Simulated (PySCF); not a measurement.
# C4H6F2O: the cost of one run

Programs: PySCF 2.14.0, with routines of our own; each step states its level. All values are computed. Atoms count from 0.

## 1. The system as given

13 atoms, charge 0, multiplicity 1; geometry from: GFN2-xTB.

## 2. Circular dichroism and optical rotation: TDDFT CAM-B3LYP/def2-SVPD

The job: settings as JSON, then the geometry in Å.

```
{"job": {"kind": "ecd", "xc": "CAM-B3LYP", "basis": "def2-SVPD", "nstates": 16}, "charge": 0, "multiplicity": 1}
F     -2.518607    -0.639881     0.331125
C     -1.647723     0.409574     0.461783
C     -0.284129    -0.106933     0.899716
C      0.583563    -0.784344    -0.173642
C      1.543345     0.373075     0.097731
F      2.706839    -0.024223     0.695999
O      0.669013     0.962203     1.018893
H     -2.055731     1.087996     1.216838
H     -1.591449     0.914404    -0.507920
H     -0.381913    -0.667044     1.835820
H      0.982962    -1.758370     0.092047
H      0.154377    -0.806194    -1.170753
H      1.835066     1.040224    -0.722692
```

With the program's defaults for keys left out, this is: TDDFT CAM-B3LYP/def2-SVPD circular dichroism and optical rotation, one conformer, gas phase.

Started as:

```console
$ OMP_NUM_THREADS=1 python excited_run.py task.json out
```

This one command runs all jobs of the session in turn.

Q: Estimate the wall time and peak memory of this job on 1 thread of Arm Neoverse V2, shared host.

About 75 s, with a peak of 0.89 GiB.
